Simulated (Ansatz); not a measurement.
This script makes a scan of ordered alloys across composition of Sc-Lu mixtures with the Python package of Ansatz (0.2.0).

`run_alloy.py`:
```python
from collections import Counter
import warnings

import ansatz as az
import numpy as np

FUNCTIONAL = "lda"
ECUT = 500
KSPACING = 0.3
SMEARING = "fermi_dirac"
WIDTH_EV = 0.05


def fcc(first, a):
    return (
        az.Lattice.fcc(a)
        .space_group(225)
        .atom(first, (0, 0, 0))
        .primitive()
    )

A_FIRST, A_LAST = 4.64, 4.9


def solve(name, crystal):
    calc = (
        crystal.calculation()
        .functional(FUNCTIONAL)
        .basis(ECUT)
        .kpoints(spacing=KSPACING)
        .occupations(SMEARING, width=WIDTH_EV)
        .band_table()
    )
    calc = calc.relax(force_tolerance=0.01, max_steps=60, fix_cell=["shape"])
    return calc.run(threads=1, backend="cpu")


def volume_per_atom(outcome):
    return abs(np.linalg.det(outcome.lattice.cell_ang)) / len(outcome.lattice.sites)


def counts(outcome):
    return Counter(site.symbol for site in outcome.lattice.sites)


def main() -> None:
    warnings.simplefilter("ignore")

    phases = {}
    for k in range(4 + 1):
        a = A_FIRST + (A_LAST - A_FIRST) * k / 4
        cell = fcc("Sc", a).conventional().resolved()
        sites = [site.position for site in cell.sites if site.symbol == "Sc"]
        for position in sites[:k]:
            cell = cell.substitution("Lu", at=position, replaces="Sc")
        phases[f"Sc{4 - k}Lu{k}"] = cell.resolved()

    done = {}
    for name, crystal in phases.items():
        done[name] = solve(name, crystal)
        print(f"{name}: {done[name].report['energy_sigma0_ev']:.4f} eV, {len(done[name].lattice.sites)} atoms")

    # mixing quantities against the straight line between the end members, both on this lattice
    x = {name: counts(o)["Lu"] / (counts(o)["Sc"] + counts(o)["Lu"]) for name, o in done.items()}
    first, last = min(x, key=x.get), max(x, key=x.get)
    energy = {name: o.report["energy_sigma0_ev"] / len(o.lattice.sites) for name, o in done.items()}
    volume = {name: volume_per_atom(o) for name, o in done.items()}
    rows = []
    for name in sorted(done, key=x.get):
        line = lambda table: (1 - x[name]) * table[first] + x[name] * table[last]
        rows.append((name, x[name], 1000 * (energy[name] - line(energy)), volume[name], 100 * (volume[name] / line(volume) - 1)))
    print("| cell | x(Lu) | E_mix (meV/atom) | V (A^3/atom) | excess V (%) |")
    print("| --- | --- | --- | --- | --- |")
    for row in rows:
        print(f"| {row[0]} | {row[1]:.3f} | {row[2]:+.1f} | {row[3]:.3f} | {row[4]:+.2f} |")


if __name__ == "__main__":
    main()
```

Do these ordered cells favour mixing or separation, and does the volume follow a straight line between the end members?

Mixing energies: +7 meV an atom at x(Sc) = 0.25 (volume -0.1 % off the straight line), +9 meV an atom at x(Sc) = 0.50 (volume -0.1 % off the straight line) and +7 meV an atom at x(Sc) = 0.75 (volume -0.1 % off the straight line). Values this small can change sign on a finer mesh.

The run itself:

```console
$ python run_alloy.py
Sc4Lu0: -8355.8672 eV, 4 atoms
Sc3Lu1: -20759.8349 eV, 4 atoms
Sc2Lu2: -33163.8230 eV, 4 atoms
Sc1Lu3: -45567.8288 eV, 4 atoms
Sc0Lu4: -57971.8517 eV, 4 atoms
| cell | x(Lu) | E_mix (meV/atom) | V (A^3/atom) | excess V (%) |
| --- | --- | --- | --- | --- |
| Sc4Lu0 | 0.000 | +0.0 | 22.380 | +0.00 |
| Sc3Lu1 | 0.250 | +7.1 | 23.125 | -0.09 |
| Sc2Lu2 | 0.500 | +9.1 | 23.882 | -0.13 |
| Sc1Lu3 | 0.750 | +6.7 | 24.655 | -0.10 |
| Sc0Lu4 | 1.000 | +0.0 | 25.445 | +0.00 |
```

Caveats:
- Absolute energies stand on the zero of these potentials, so only differences at equal settings mean something.
- No spin polarisation was allowed.
- For the metals among these phases the mesh is modest: differences between phases can be off by up to 40 meV an atom.
- Atoms and volume are relaxed with the cell's shape held, which in cells of lower than cubic symmetry can hide stresses and shift volumes.
- These are small ordered cells, with both end members on the same lattice, which need not be their own; they aren't random solutions. Differences under about 40 meV an atom lie within the error of mesh and functional.
- The cells are prototypes set up for this calculation and needn't exist.
- Run time: 100 s on 1 thread of Arm Neoverse V2, with other jobs on the host, peak memory 0.51 GiB.
